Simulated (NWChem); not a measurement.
# GeSiH5 (SMILES [SiH2][GeH3]) at UHF/3-21G

Wanted: a geometry optimisation of GeSiH5. 

The results are computed with NWChem 7.3.0.

### Step 1. Starting point

GeSiH5: 7 atoms, total charge 0, spin state doublet. SMILES: `[SiH2][GeH3]`. Geometry: relaxed at PBE0-D4/def2-TZVP. The run starts from this shape.

Bond lengths: Si1–Ge2 2.370 Å, Si1–H3 1.489 Å, Si1–H4 1.489 Å, Ge2–H5 1.537 Å, Ge2–H6 1.541 Å, Ge2–H7 1.537 Å. Angles: Si1–Ge2–H5 109.6°, Si1–Ge2–H6 112.0°, Si1–Ge2–H7 109.7°, Ge2–Si1–H3 113.4°, Ge2–Si1–H4 113.3°, H5–Ge2–H6 108.4°, H5–Ge2–H7 108.7°, H6–Ge2–H7 108.4°, H3–Si1–H4 109.6°.

### Step 2. A structure relaxation at UHF/3-21G

struct.nw reads:

```
echo
start struct
memory stack 880 mb heap 220 mb global 1100 mb

geometry units au
  Si    -0.17895706    -2.69021411    -0.30878125
  Ge     0.54556393     1.72853249    -0.18462624
  H      0.32730056    -3.97484993     2.14276045
  H     -2.75219713    -3.37259421    -1.21962924
  H      0.07010884     2.86690350    -2.81380220
  H     -1.19770842     3.06683653     1.72569790
  H      3.30116257     2.24707333     0.57202010
end

basis spherical bse
  * library 3-21G
end

scf
  doublet
  uhf
  thresh 1e-07
  maxiter 80
  print low
end

driver
  maxiter 60
end

freq
  temp 3 298.15 600 900
end

task scf optimize
task scf frequencies
```

Run with:

```
$ nwchem struct.nw > struct.out
```

Q: Predict the results. Wanted: total energy at the end; ⟨S²⟩; lowest harmonic wavenumber; highest harmonic wavenumber; zero-point energy.

Computed results:

Level: UHF/3-21G.

| quantity | value |
| --- | --- |
| total energy at the end | -2355.57480 Eh |
| ⟨S²⟩ | 0.758 |
| lowest harmonic wavenumber | 108 cm⁻¹ |
| highest harmonic wavenumber | 2276 cm⁻¹ |
| zero-point energy | 102.8 kJ/mol |

**Reading.** At the final geometry: Bond lengths: Si1–Ge2 2.421 Å, Si1–H3 1.489 Å, Si1–H4 1.489 Å, Ge2–H5 1.536 Å, Ge2–H6 1.538 Å, Ge2–H7 1.536 Å. Angles: Si1–Ge2–H5 108.7°, Si1–Ge2–H6 111.4°, Si1–Ge2–H7 108.8°, Ge2–Si1–H3 114.0°, Ge2–Si1–H4 113.9°, H5–Ge2–H6 109.2°, H5–Ge2–H7 109.4°, H6–Ge2–H7 109.2°, H3–Si1–H4 110.1°. All 15 modes are real, so the shape is a minimum at this level. The optimisation took 6 steps and changed the energy by -0.014 eV.
